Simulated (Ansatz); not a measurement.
# Ga3As2N: the cost of one run

Program: Ansatz 0.2.0. Level of theory: DFT PBE, scalar-relativistic, plane waves, PAW. These are calculated values, not measurements.

## Step 1: The starting structure

The structure is tetragonal, space group I4/mmm (No. 139). Conventional cell: a = 3.770 Å, b = 3.770 Å, c = 15.995 Å, α = 90.00°, β = 90.00°, γ = 90.00°. Around Ga (site symmetry 4/mmm) lie 4 N at 2.67 Å and 2 As at 2.67 Å. Ga (site symmetry 4mm) has 5 As at 2.67 Å and 1 N at 2.67 Å as nearest neighbours. As (site symmetry 4mm) is surrounded by 6 Ga at 2.67 Å. N (site symmetry 4/mmm) is surrounded by 6 Ga at 2.67 Å.

Structure file:

```cif
data_structure
_symmetry_space_group_name_H-M 'P 1'
_symmetry_Int_Tables_number 1
_cell_length_a 8.4302
_cell_length_b 8.4302
_cell_length_c 8.4302
_cell_angle_alpha 154.158
_cell_angle_beta 154.158
_cell_angle_gamma 36.870
_cell_volume 113.67
loop_
_atom_site_label
_atom_site_type_symbol
_atom_site_fract_x
_atom_site_fract_y
_atom_site_fract_z
_atom_site_occupancy
Ga1 Ga 0.00000 0.00000 0.00000 1
Ga2 Ga 0.66667 0.66667 0.00000 1
Ga3 Ga 0.33333 0.33333 0.00000 1
As1 As 0.83333 0.83333 0.00000 1
As2 As 0.16667 0.16667 0.00000 1
N1 N 0.50000 0.50000 0.00000 1
```

The start is an ordering of an alloy on its end members' structure types: elements ordered on the sites of the GaN type, As/N on N (I4/mmm, No. 139).

## Step 2: A first look at the guess

Contents of input.yaml:

```yaml
crystal:
  lattice:
    - [-1.88503942, 1.88503942, 7.99754493]
    - [1.88503942, -1.88503942, 7.99754493]
    - [1.88503942, 1.88503942, -7.99754493]
  atoms:
    - { symbol: Ga, position: [0.0, 0.0, 0.0] }
    - { symbol: Ga, position: [0.66666667, 0.66666667, 0.0] }
    - { symbol: Ga, position: [0.33333333, 0.33333333, 0.0] }
    - { symbol: As, position: [0.83333333, 0.83333333, 0.0] }
    - { symbol: As, position: [0.16666667, 0.16666667, 0.0] }
    - { symbol: "N", position: [0.5, 0.5, 0.0] }
basis:
  ecutwfc: 420
kpoints:
  mp_grid: { grid: [6, 6, 6] }
hamiltonian:
  xc: pbe
scf:
  occupations: { method: gaussian, width: 0.1 }
  lower_state_search: "off"
output:
  forces: true
  stress: true
  eigenvalues: true
```

Launch:

```
> ansatz run input.yaml --threads 1 --pin off --max-ram 2560MiB --backend cpu --events-out ev --progress --plain --runs-dir out
```

What time and memory should one allow on 1 thread of Arm Neoverse V2, shared host?

About 11 s, with a peak of 0.42 GiB.
